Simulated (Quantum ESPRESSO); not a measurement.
CsLiCr2Te2S3:

```
CELL_PARAMETERS angstrom
3.42162 -5.18069 0.00784
3.42162 5.18069 0.00784
-2.90411 0.00000 7.43093
ATOMIC_POSITIONS crystal
Cs 0.09374 0.09374 0.00853
Li 0.58875 0.58875 0.55336
Cr 0.05646 0.46755 0.55790
Cr 0.46755 0.05646 0.55790
Te 0.56486 0.87357 0.29035
Te 0.87357 0.56486 0.29035
S 0.81151 0.39697 0.73347
S 0.39697 0.81151 0.73347
S 0.21404 0.21404 0.48371
```

The cell was built by a generator and needn't be a form met in nature.

- Program: Quantum ESPRESSO 7.5
- Task: single point
- Functional: PBE
- Potentials or basis: SSSP 1.3 efficiency PBE
- Cutoff: 748 eV
- Density cutoff: 5987 eV
- k mesh: 5 × 5 × 4
- Occupations: fermi-dirac, width 0.05 eV
- Spin: collinear spin, ferromagnetic start
- Starting moments: [0.0, 0.0, 3.0, 3.0, 0.0, 0.0, 0.0, 0.0, 0.0] μB

On this cell: pressure 0.1 GPa; largest force 0.087 eV/Å; net moment 4.01 μB per cell; site moments Cs -0.00; Li +0.00; Cr +2.05; Te -0.14; S -0.06 μB; band gap on the k mesh none (metal or under the smearing width).

The same run follows on a disturbed copy (atoms moved at random, drawn with an rms of 0.05 Å):

```xyz
9
Lattice="3.4216 -5.1807 0.0078 3.4216 5.1807 0.0078 -2.9041 0.0000 7.4309" Properties=species:S:1:pos:R:3 pbc="T T T"
Cs    0.5720    0.0046    0.0397
Li    2.3805    0.0102    4.1598
Cr    0.2011    2.1174    4.1826
Cr    0.1922   -2.1274    4.1402
Te    4.0648    1.5751    2.1253
Te    4.0586   -1.6049    2.2058
S     1.9879   -2.1900    5.4329
S     2.0212    2.1782    5.4613
S     0.0269    0.0240    3.5896
```

Task: What changes?

Result: The energy (extrapolated to zero smearing) moves by +3.2 meV/atom; pressure 0.3 GPa; largest force 0.534 eV/Å; net moment 4.03 μB per cell; site moments Cs -0.00; Li +0.00; Cr +1.97, +2.09; Te -0.15, -0.14; S -0.06 μB; band gap on the k mesh none (metal or under the smearing width).

Forces in eV/Å, atoms in the order of the input:
```
Cs   0.018  0.002  0.047
Li   0.038 -0.010 -0.056
Cr  -0.093  0.057 -0.113
Cr  -0.287  0.075 -0.444
Te  -0.124  0.080  0.099
Te   0.060  0.070 -0.128
S    0.193  0.125  0.337
S    0.045 -0.132  0.192
S    0.150 -0.267  0.067
```

Stress tensor (GPa, compression positive):
```
 0.72  0.07  0.23
 0.07 -0.06 -0.12
 0.23 -0.12  0.39
```

Caveats: only a ferromagnetic start was run, and an antiferromagnetic order may lie lower in energy.
